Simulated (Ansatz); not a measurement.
**C2H6BFO: basis-set convergence**

How large a basis does C2H6BFO need? Two functionals are run in growing sets.

Program: Ansatz 0.2.0, Gaussian basis. Level of theory: one geometry, several basis sets. These are calculated values, not measurements.

Plan: PBE0-D4/def2-SVP; ωB97M-V/def2-SVP; PBE0-D4/def2-QZVPP; ωB97M-V/def2-QZVPP; the functionals' def2-TZVPP values are taken from earlier runs.

### 1 The geometry

An earlier PBE0-D4 in a triple-zeta def2 set relaxation fixed the geometry.

SMILES `BC(F)OC`, 11 atoms, charge 0, spin multiplicity 1.

Atoms are counted from 1 here; the program's logs count them from 0.

Bond lengths: B1–C2 1.583 Å, B1–H6 1.192 Å, B1–H7 1.193 Å, C2–F3 1.394 Å, C2–O4 1.378 Å, C2–H8 1.101 Å, O4–C5 1.416 Å, C5–H9 1.096 Å, C5–H10 1.089 Å, C5–H11 1.093 Å. Angles: C2–B1–H6 119.5°, C2–B1–H7 119.0°, H6–B1–H7 121.4°, B1–C2–F3 112.6°, B1–C2–O4 102.8°, B1–C2–H8 115.5°, F3–C2–O4 110.5°, F3–C2–H8 104.7°, O4–C2–H8 110.9°, C2–O4–C5 114.9°, O4–C5–H9 110.6°, O4–C5–H10 107.0°, O4–C5–H11 110.8°, H9–C5–H10 109.4°, H9–C5–H11 109.5°, H10–C5–H11 109.5°.

Geometry (Å):

```
B     0.6343    1.5941   -0.9673
C    -0.3356    0.4885   -0.3817
F    -1.1513   -0.0808   -1.3590
O     0.5398   -0.4488    0.1216
C    -0.0481   -1.4165    0.9725
H     0.9965    1.5171   -2.0999
H     1.0204    2.4648   -0.2486
H    -1.0321    0.8345    0.3974
H    -0.5425   -0.9337    1.8233
H     0.7578   -2.0522    1.3361
H    -0.7738   -2.0241    0.4260
```

### 2 PBE0-D4 in def2-SVP

Input file in.yaml:

```yaml
crystal:
  periodic: [false, false, false]
  atoms:
    - {symbol: B, position_ang: [0.634307, 1.594136, -0.967343]}
    - {symbol: C, position_ang: [-0.335626, 0.488490, -0.381706]}
    - {symbol: F, position_ang: [-1.151286, -0.080793, -1.358951]}
    - {symbol: O, position_ang: [0.539776, -0.448769, 0.121624]}
    - {symbol: C, position_ang: [-0.048086, -1.416481, 0.972534]}
    - {symbol: H, position_ang: [0.996486, 1.517102, -2.099933]}
    - {symbol: H, position_ang: [1.020389, 2.464833, -0.248570]}
    - {symbol: H, position_ang: [-1.032111, 0.834541, 0.397424]}
    - {symbol: H, position_ang: [-0.542467, -0.933665, 1.823309]}
    - {symbol: H, position_ang: [0.757816, -2.052156, 1.336071]}
    - {symbol: H, position_ang: [-0.773797, -2.024138, 0.426041]}
basis:
  gaussian: {orbitals: def2-SVP}
hamiltonian: {xc: pbe0, dispersion: d4}
output: {orbitals: {seedname: orbitals}}
```

The run is started by

```
$ ansatz run in.yaml --threads 4 --pin off --events-out ev --progress --plain --max-ram 10444MiB
```

After this run come: ωB97M-V in def2-SVP; PBE0-D4 in def2-QZVPP; ωB97M-V in def2-QZVPP.

**Question.** What will the summary of the whole plan be? Wanted: PBE0-D4: double and triple zeta above quadruple; ωB97M-V: double and triple zeta above quadruple.

As calculated:

```
                                       quantity          value
PBE0-D4: double and triple zeta above quadruple  9.32, 0.42 eV
ωB97M-V: double and triple zeta above quadruple  9.64, 0.40 eV
```

PBE0-D4 gains 8.91 eV from double to triple zeta, then 0.42 eV more. Total energies overstate the basis error of differences, where much of it tends to cancel.
